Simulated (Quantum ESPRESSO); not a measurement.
## NbSi in Quantum ESPRESSO: the effect of target pressure

NbSi:

```xyz
2
Lattice="0.0000 2.5738 2.5738 2.5738 0.0000 2.5738 2.5738 2.5738 0.0000" Properties=species:S:1:pos:R:3 pbc="T T T"
Nb    0.0000    0.0000    0.0000
Si    2.5738    2.5738    2.5738
```

The cell was built by a generator and needn't be a form met in nature.

Alike in all runs:

```yaml
Program: Quantum ESPRESSO 7.5
Task: phonons
Functional: LDA
Potentials_or_basis: GBRV 1.5 LDA
Cutoff: 612 eV
Density_cutoff: 4898 eV
k_mesh: 9 × 9 × 9
Occupations: cold, width 0.2 eV
Spin: no spin polarisation
```

Each run relaxes the cell or the atoms first.

```tsv
target pressure	relaxed volume (Å³/atom)	highest phonon frequency (cm⁻¹)
-3 GPa	16.53	374
0 GPa	16.22	386
3 GPa	15.95	397
8 GPa	?	?
15 GPa	15.02	435
```

Q: What does the run with target pressure 8 GPa give?

A: Relaxed volume 15.53 Å³/atom; highest phonon frequency 414 cm⁻¹.

Worked out: In Murnaghan's law V^(-B') rises as a straight line in P. The other rows fit best with B' = 3.8, V0 = 16.22 Å³/atom and B0 = 167 GPa, which gives 15.53 Å³/atom at 8 GPa, against the run's 15.53. A parabola through the other rows of the highest phonon frequency, of slope 3.24 cm⁻¹ per GPa there, gives 414 cm⁻¹, against the run's 414.

Caveats: the cell is more than 3 GPa from zero pressure, which shifts response properties (some runs).
